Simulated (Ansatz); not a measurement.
# O (diamond type): a single-point run

Wanted: a converged single-point run for O (diamond type), and a check of what comes out. The structure is shown as the input types it.

Program: Ansatz 0.2.0. Level of theory: DFT, PBEsol, all-electron LAPW, scalar-relativistic. These are calculated values, not measurements.

### 1 The system as given

It takes space group R-3m (No. 166, trigonal). The conventional cell has a = 6.402 Å, b = 6.402 Å, c = 15.683 Å, α = 90.00°, β = 90.00°, γ = 120.00°. Around O (site symmetry 3m) lie 1 O at 2.98 Å.

As a file:

```cif
data_structure
_symmetry_space_group_name_H-M 'P 1'
_symmetry_Int_Tables_number 1
_cell_length_a 6.4025
_cell_length_b 6.4025
_cell_length_c 6.4025
_cell_angle_alpha 60.000
_cell_angle_beta 60.000
_cell_angle_gamma 60.000
_cell_volume 185.58
loop_
_atom_site_label
_atom_site_type_symbol
_atom_site_fract_x
_atom_site_fract_y
_atom_site_fract_z
_atom_site_occupancy
O1 O 0.78500 0.90500 0.90500 1
O2 O 0.21500 0.09500 0.09500 1
```

### 2 The calculation

Contents of input.yaml:

```yaml
crystal:
  lattice:
    - [0.0, 4.52723558, 4.52723558]
    - [4.52723558, 0.0, 4.52723558]
    - [4.52723558, 4.52723558, 0.0]
  atoms:
    - { symbol: O, position: [-0.215, -0.095, -0.095] }
    - { symbol: O, position: [0.215, 0.095, 0.095] }
kpoints:
  mp_grid: { grid: [11, 11, 11] }
scf:
  occupations: { method: fermi_dirac, width: 0.05 }
  max_iter: 75
hamiltonian:
  xc: pbesol
  pseudopotentials: { kind: all_electron, lapw: { basis_error: 0.001 } }
output:
  forces: true
  stress: true
  eigenvalues: true
  populations: true
```

Run with:

```bash
$ ansatz run input.yaml --threads 1 --pin off --max-ram 2048MiB --backend cpu --events-out ev --progress --plain --runs-dir out
```

What happens when this is run?

This run ends as converged. That alone doesn't make the input a sound one.

A unit slip: numbers in bohr are taken as ångström. The shortest distance in the input is 2.98 Å, between atoms 1 (O) and 2 (O).

Remedy: convert the lengths to the unit that the input reads.
